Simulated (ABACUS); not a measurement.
## Co: single point with PBEsol

Co:

```
Co
1.0
     2.47200    0.00000    0.00000
    -1.23600    2.14081    0.00000
     0.00000    0.00000    4.02114
Co
2
Direct
  0.66485 0.31270 0.74273
  0.34334 0.65289 0.24011
```

The cell isn't the ideal one: atoms moved at random, drawn with an rms of 0.05 Å.

* Program: ABACUS 3.10.1
* Task: single point
* Functional: PBEsol
* Potentials or basis: PseudoDojo NC SR 0.4.1 PBEsol standard
* Cutoff: 1320 eV
* Density cutoff: 5279 eV
* Basis: plane waves
* k mesh: 12 × 12 × 7
* Occupations: fermi-dirac, width 0.05 eV
* Spin: collinear spin, ferromagnetic start
* Starting moments: [2.0, 2.0] μB

```yaml
Pressure: -5.7 GPa
Largest_force: 0.091 eV/Å
Band_gap_on_the_k_mesh: none (metal or under the smearing width)
Net_moment: 3.21 μB per cell
Absolute_moment: 3.50 μB per cell
```

Forces on the atoms (eV/Å):
```
Co   0.053  0.037 -0.064
Co  -0.053 -0.037  0.064
```

Stress tensor (GPa, compression positive):
```
-5.07 -0.38 -0.03
-0.38 -4.52 -0.02
-0.03 -0.02 -7.53
```

Levels at points of the mesh, in eV from the Fermi level:
Spin up:
```
           k point  band 15  band 16  band 17  band 18  band 19  band 20
(0.00, 0.00, 0.00)    -2.30    -1.96    -1.89    -0.84    -0.75    -0.28
(0.50, 0.00, 0.00)    -2.23    -0.63    -0.55    -0.49     1.26     3.47
(0.00, 0.50, 0.00)    -2.24    -0.64    -0.58    -0.48     1.37     3.34
(0.50, 0.50, 0.00)    -2.24    -0.64    -0.58    -0.48     1.36     3.35
```
Spin down:
```
           k point  band 13  band 14  band 15  band 16  band 17  band 18
(0.00, 0.00, 0.00)    -0.97    -0.62    -0.60    -0.32    -0.19    -0.10
(0.50, 0.00, 0.00)    -1.15    -1.01    -0.64     1.26     1.36     1.41
(0.00, 0.50, 0.00)    -1.15    -1.11    -0.68     1.25     1.35     1.43
(0.50, 0.50, 0.00)    -1.14    -1.11    -0.67     1.25     1.35     1.42
```

Run time: 2.3 min on 4 MPI ranks on Intel(R) Xeon(R) 6975P-C (Granite Rapids) (shared host), peak memory 1.2 GiB a rank.
